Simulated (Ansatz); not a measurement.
I need a check of forces and pressure against finite differences of Pt₃Rh (distorted cell). Use the Python package of Ansatz (0.2.0). Use (first run): r2SCAN, PAW, cutoff 650 eV, 4×4×4 k-points, Fermi-Dirac smearing of 0.05 eV.

```
Rh Pt
1.0
     3.87320   -0.02376   -0.05811
    -0.02376    4.04358    0.04121
    -0.05811    0.04121    3.77184
Rh Pt
1 3
Direct
  0.49414 0.49670 0.49735
  0.49679 0.99240 0.99239
  0.00278 0.50374 0.99493
  0.00184 0.99992 0.50267
```

`pt3rh.py`:
```python
'''Do the forces of Pt3Rh match the slope of the free energy, distorted.'''

import argparse

import ansatz
import numpy as np

parser = argparse.ArgumentParser(description='Do the forces of Pt3Rh match the slope of the free energy, distorted.')
parser.add_argument('--occupations', default='fermi_dirac', help='how the bands are filled')
parser.add_argument('--cutoff-ev', type=float, required=True, help='plane-wave cutoff (eV)')
parser.add_argument('--kgrid', type=int, nargs=3, required=True, help='k-point sampling')
parser.add_argument('--tolerance', type=float, default=1e-09, help='SCF tolerance (eV)')
args = parser.parse_args()

VECTORS = np.array([
    [3.8732, -0.02376, -0.05811],
    [-0.02376, 4.04358, 0.04121],
    [-0.05811, 0.04121, 3.77184],
])
SITES = [
    ('Rh', [0.49414, 0.4967, 0.49735]),
    ('Pt', [0.49679, 0.9924, 0.99239]),
    ('Pt', [0.00278, 0.50374, 0.99493]),
    ('Pt', [0.00184, 0.99992, 0.50267]),
]


def crystal_on(cell):
    crystal = ansatz.Crystal(lattice=ansatz.Lattice.of(cell))
    for symbol, position in SITES:
        crystal = crystal.atom(symbol, position)
    return crystal

def solve(crystal):
    return (
        crystal.calculation()
        .functional(ansatz.Functional.R2SCAN)
        .occupations(args.occupations, width=50 * ansatz.meV)
        .basis(args.cutoff_ev, xc_grid=2)
        .kpoints(*args.kgrid)
        .scf(tolerance=args.tolerance)
        .forces()
        .stress()
        .run(threads=1)
    ).report


centre = solve(crystal_on(VECTORS))
start = crystal_on(VECTORS)
# central difference: F = -(E(+h) - E(-h)) / 2h
print(f'force on atom 1 along z: analytic {centre["forces_ev_ang"][1][2]:.4f} eV/A')
for h in (0.004, 0.016):
    shift = np.eye(3)[2] * h @ np.linalg.inv(VECTORS)
    plus, minus = (solve(start.move(1, to=np.array(SITES[1][1]) + sign * shift))['lagrangian_ev'] for sign in (1, -1))
    print(f'  step {h} A: numerical {-(plus - minus) / (2 * h):.4f} eV/A')
# P = -dF/dV; the difference feels the change of the plane-wave count with the cell
volume = abs(np.linalg.det(VECTORS))
larger, smaller = (solve(crystal_on(VECTORS * (1 + sign * 0.005) ** (1 / 3)))['lagrangian_ev'] for sign in (1, -1))
numerical = -(larger - smaller) / (0.01 * volume) * 160.21766
print(f'pressure: analytic {np.trace(centre["stress_gpa"]) / 3:.3f}, numerical {numerical:.3f} GPa')
```

```console
$ python pt3rh.py --cutoff-ev 650.0 --kgrid 4 4 4
DeckWarning: output.stress: scf.convergence.dr2_threshold = 1e-9 eV is looser than the 4e-10 eV advised for a printed stress (1e-10 eV for each atom of the cell: 4). What an SCF threshold leaves in a stress goes as its square root, and in the free energy as the threshold itself, and one threshold admits the most on a small cell: of the crystals measured, under no hybrid functional and no lock of the moments, on runs that ended without the residual-converged pass, on stresses that held no [...]
force on atom 1 along z: analytic 0.4180 eV/A
  step 0.004 A: numerical 0.4180 eV/A
  step 0.016 A: numerical 0.4179 eV/A
pressure: analytic 4.672, numerical 4.679 GPa
```
(Warnings from the package without file and line, shortened.)

Notes:
- For a metal this k-point mesh is coarse: on a finer one energies can move by several to tens of meV an atom and pressures by half a GPa or more, differences at one mesh by less.
- Pressure is positive in compression.
- Spin-orbit coupling, which matters for elements this heavy, is left out.
- The cell is a database structure, distorted on purpose.
- The central difference errs as the square of the step, so the shorter step is the fairer test; what remains comes from the finite grid and the SCF threshold.
- Wall time of the script: 4.5 min on 1 thread of Arm Neoverse V1, on a shared host, peak memory 0.5 GiB.
